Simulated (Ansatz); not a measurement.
A run of Ansatz 0.2.0:

Contents of input.yaml:

```yaml
crystal:
  lattice:
    - [3.014333, 0.0, 0.0]
    - [0.0, 3.014333, 0.0]
    - [0.0, 0.0, 4.222285]
  atoms:
    - { symbol: Ni, position: [0.0, 0.0, 0.0], spin: 1.5 }
    - { symbol: Co, position: [0.5, 0.5, 0.5], spin: 3.0 }
    - { symbol: O, position: [0.0, 0.0, 0.5] }
    - { symbol: O, position: [0.5, 0.5, 0.0] }
hamiltonian:
  xc: pbesol
  pseudopotentials: { kind: paw }
magnetization:
  spin_polarized: true
  initial_magnetization: 4.5
  spin_locking: { lock_magnetization: hard }
kpoints:
  mp_grid: { grid: [7, 7, 5] }
scf:
  occupations: { method: fermi_dirac, width: 0.05 }
  lower_state_search: "off"
output:
  forces: true
  stress: true
  eigenvalues: true
```

Potentials or basis: Ansatz PAW.

The run is started by

```bash
$ ansatz run input.yaml --threads 2 --pin off --max-ram 5632MiB --backend cpu --events-out ev --progress --plain --runs-dir out
```

Hardware: 2 threads of AMD EPYC 7R43 64-Core Processor (Zen 3) (shared host).

Q: How long does it take, and how much memory?

A: It took 3.1 s on 2 threads of AMD EPYC 7R43 64-Core Processor (Zen 3), with other jobs on the host, peak memory 0.41 GiB. Counts: scf iterations 19, plane waves 727, k points 30, bands 31.
